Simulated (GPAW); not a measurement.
Crystal: Co3Ir.

```
Ir Co
1.0
     3.58256    0.00000    0.00000
     0.00000    3.58256    0.00000
     0.00000    0.00000    3.58256
Ir Co
1 3
Direct
  0.00000 0.00000 0.00000
  0.50000 0.50000 0.00000
  0.50000 0.00000 0.50000
  0.00000 0.50000 0.50000
```

The cell comes from a database or a generator and needn't be the stable form of this composition.

Base run:

| Property | Result |
| --- | --- |
| Program | GPAW 26.7.0 |
| Functional | PBEsol |
| Potentials or basis | PAW data sets generated in the run's folder for this functional |
| Cutoff | 600 eV |
| Basis | pw |
| k mesh | 8 × 8 × 8 |
| Occupations | fermi-dirac, width 0.05 eV |
| Spin | collinear spin, ferromagnetic start |
| Starting moments | [0.6, 2.0, 2.0, 2.0] μB |
| Hubbard terms | Co d U = 8 eV |

Its results: pressure 44.2 GPa; net moment 7.48 μB per cell; site moments Ir +0.06; Co +2.50 μB.

The run is repeated on the same cell with these changes: hubbard terms from Co d U = 8 eV to Co d U = 3 eV. What comes out?

Pressure 13.6 GPa; net moment 6.91 μB per cell; site moments Ir +0.63; Co +2.15 μB.

Caveats: the U is typed as a test and isn't derived for this compound; a pressure of tens of GPa on the cell as given is suspect, and the run, the potentials or the cell itself is likely at fault (some runs).
